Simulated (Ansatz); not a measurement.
# CH5FOSn: one species, many methods

An exercise on one series of results from a longer session: the logs are not shown, and one member is left open.

The runs use Ansatz 0.2.0, Gaussian basis; functionals in def2-TZVPP, the program's frozen cores in correlated methods.

Levels to be run: LDA (SPW92), PBE-D4, revPBE-D4, BLYP-D4, r2SCAN-D4, B97M-V, PBE0-D4, B3LYP-D4, r2SCANh-D4, r2SCAN0-D4, HSE06-D4, BHLYP-D4, CAM-B3LYP-D4, LC-ωPBE, ωB97X-V, ωB97M-V, B2PLYP, PBE-QIDH; CCSD(T)/def2-SVP; CCSD(T)/def2-TZVPP; MP2/def2-QZVPP; extrapolation to the limit; RPA on PBE.

**Structure used throughout**

An earlier PBE0-D4 in a triple-zeta def2 set relaxation fixed the geometry. Sn takes the def2 core potential; no spin-orbit term is included.

SMILES `[CH3][SnH]([OH])[F]`, 9 atoms, charge 0, spin multiplicity 1.

Atoms are counted from 1 here; the program's logs count them from 0.

Bond lengths: C1–Sn2 2.120 Å, C1–H5 1.090 Å, C1–H6 1.090 Å, C1–H7 1.090 Å, Sn2–O3 1.954 Å, Sn2–F4 1.928 Å, Sn2–H8 1.697 Å, O3–H9 0.960 Å. Angles: Sn2–C1–H5 109.8°, Sn2–C1–H6 110.0°, Sn2–C1–H7 108.7°, H5–C1–H6 109.6°, H5–C1–H7 109.3°, H6–C1–H7 109.6°, C1–Sn2–O3 112.2°, C1–Sn2–F4 104.4°, C1–Sn2–H8 121.5°, O3–Sn2–F4 104.6°, O3–Sn2–H8 105.6°, F4–Sn2–H8 107.3°, Sn2–O3–H9 113.8°.

Coordinates:

```xyz
9
charge 0, multiplicity 1
C    -0.34799    1.32095   -0.17262
Sn   -0.27125   -0.75740    0.23759
O     1.52737   -1.34643    0.72503
F    -0.61323   -1.59604   -1.46458
H    -1.36165    1.60343   -0.45579
H    -0.04362    1.88540    0.70853
H     0.32976    1.53913   -0.99756
H    -1.30871   -1.47702    1.37182
H     2.17772   -1.21841    0.03059
```

Set-up of the first run:

The input, in.yaml:

```yaml
crystal:
  periodic: [false, false, false]
  atoms:
    - {symbol: C, position_ang: [-0.347994, 1.320947, -0.172624]}
    - {symbol: Sn, position_ang: [-0.271250, -0.757404, 0.237590]}
    - {symbol: O, position_ang: [1.527366, -1.346429, 0.725032]}
    - {symbol: F, position_ang: [-0.613225, -1.596039, -1.464583]}
    - {symbol: H, position_ang: [-1.361651, 1.603433, -0.455791]}
    - {symbol: H, position_ang: [-0.043615, 1.885398, 0.708534]}
    - {symbol: H, position_ang: [0.329757, 1.539128, -0.997562]}
    - {symbol: H, position_ang: [-1.308705, -1.477022, 1.371819]}
    - {symbol: H, position_ang: [2.177715, -1.218411, 0.030588]}
basis:
  gaussian: {orbitals: def2-TZVPP}
hamiltonian: {xc: lda}
output: {orbitals: {seedname: orbitals}}
```

Among the steps run: LDA; PBE-D4 (GGA); revPBE-D4 (GGA); BLYP-D4 (GGA); r2SCAN-D4 (meta-GGA); B97M-V (meta-GGA); PBE0-D4 (hybrid); B3LYP-D4 (hybrid); r2SCANh-D4 (hybrid); r2SCAN0-D4 (hybrid); HSE06-D4 (hybrid); BHLYP-D4 (hybrid); CAM-B3LYP-D4 (range-separated); LC-ωPBE-D4 (range-separated; the results give it without D4); ωB97X-V (range-separated); ωB97M-V (range-separated); B2PLYP (double hybrid); PBE-QIDH (double hybrid).

One table of the session follows, with a row left open; its other results are not shown here.

It belongs to the step «Orbital energies across the functionals». 

```
  functional  HOMO (eV)  gap (eV)
 LDA (SPW92)      -7.13      5.52
      PBE-D4      -6.95      5.57
   revPBE-D4      -6.87      5.60
     BLYP-D4      -6.85      5.46
   r2SCAN-D4      -7.30      6.29
      B97M-V      -7.40      6.23
     PBE0-D4      -8.50      8.09
    B3LYP-D4      -8.26      7.47
  r2SCANh-D4      -7.88      7.22
  r2SCAN0-D4      -8.74      8.57
    HSE06-D4      -8.10      7.31
    BHLYP-D4      -9.86     10.27
CAM-B3LYP-D4      -9.91     10.40
     LC-ωPBE          ?         ?
     ωB97X-V     -10.89     12.52
     ωB97M-V     -10.79     12.09
```

**Question.** Estimate the row for LC-ωPBE.

The run gave: HOMO (eV): -11.25; gap (eV): 13.06. In the column «HOMO (eV)» it is the lowest.
